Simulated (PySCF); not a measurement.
**C₂H₄FOPSi: electronic excitations and core binding energies**

Wanted: the electronic excitations and core binding energies of C₂H₄FOPSi (`O=[P@@H]1C(F)=C1[SiH3]`), by calculation.

Programs: PySCF 2.14.0, with density-fitted response routines of our own. Each step states its level of theory. These are calculated values for one molecule in the gas phase, unless marked as measured. Atoms count from 0, in the outputs and in this text.

## Step 1: Starting geometry

10 atoms, charge 0, multiplicity 1; geometry from: GFN2-xTB.

Bonds of the start (Å): O0–P1 1.46, P1–C2 1.78, C2–F3 1.32, C2–C4 1.34, C4–Si5 1.88, C4–P1 1.82, P1–H6 1.38, Si5–H7 1.46, Si5–H8 1.46, Si5–H9 1.46.

## Step 2: TDDFT and polarisability: CAM-B3LYP/def2-SVPD

The job: settings as JSON, then the geometry in Å.

```
{"job": {"kind": "uv", "xc": "CAM-B3LYP", "basis": "def2-SVPD", "nstates": 8, "ntriplets": 3}, "charge": 0, "multiplicity": 1}
O     -1.842568    -2.282909    -0.079893
P     -1.653644    -0.841555     0.050419
C     -0.857624     0.243037    -1.117739
F     -0.753989     0.849078    -2.288968
C     -0.072404     0.049499    -0.043357
Si     1.658268     0.459216     0.563464
H     -2.604724    -0.160492     0.789742
H      1.627658     1.876837     0.923281
H      2.579605     0.200851    -0.539650
H      1.928304    -0.388906     1.720175
```

With the program's defaults for keys left out, this is: TDDFT CAM-B3LYP/def2-SVPD, vertical, gas phase, core orbitals frozen in the response.

**Question.** This job is followed by: delta-SCF UKS SCAN, pcX-2 on the ionised atom, pcseg-1 elsewhere, spin-free X2C. What will the session give for the following? lowest singlet (CAM-B3LYP/def2-SVPD); brightest single state of those computed; lowest triplet; C1s binding energies, SCAN/pcX-2; O1s binding energies, SCAN/pcX-2; P1s binding energies, SCAN/pcX-2; P2p binding energies, SCAN/pcX-2; F1s binding energies, SCAN/pcX-2; Si1s binding energies, SCAN/pcX-2; Si2p binding energies, SCAN/pcX-2.

The runs gave:

| quantity | value |
| --- | --- |
| lowest singlet (CAM-B3LYP/def2-SVPD) | 5.29 eV (234 nm), f = 0.001 |
| brightest single state of those computed | state 7, 7.34 eV, f = 0.091 |
| lowest triplet | 4.60 eV |
| C1s binding energies, SCAN/pcX-2 | C2 293.34, C4 290.92 eV |
| O1s binding energies, SCAN/pcX-2 | O0 536.87 eV |
| P1s binding energies, SCAN/pcX-2 | P1 2152.68 eV |
| P2p binding energies, SCAN/pcX-2 | P1 139.03 eV |
| F1s binding energies, SCAN/pcX-2 | F3 693.65 eV |
| Si1s binding energies, SCAN/pcX-2 | Si5 1847.07 eV |
| Si2p binding energies, SCAN/pcX-2 | Si5 107.53 eV |

**Reading.** The first singlet state (HOMO→LUMO 0.94) lies at 5.29 eV and is weak; of the 8 states computed, the strongest absorption comes from state 7 at 7.34 eV (the last state computed is bright too, and its partners may lie past the list). The lowest triplet lies 0.69 eV below the lowest singlet (triplets in Tamm-Dancoff, singlets in full TDDFT). The C1s levels kept as sound span 2.42 eV, from C4 (fully substituted alkene carbon) up to C2 (fully substituted alkene carbon).
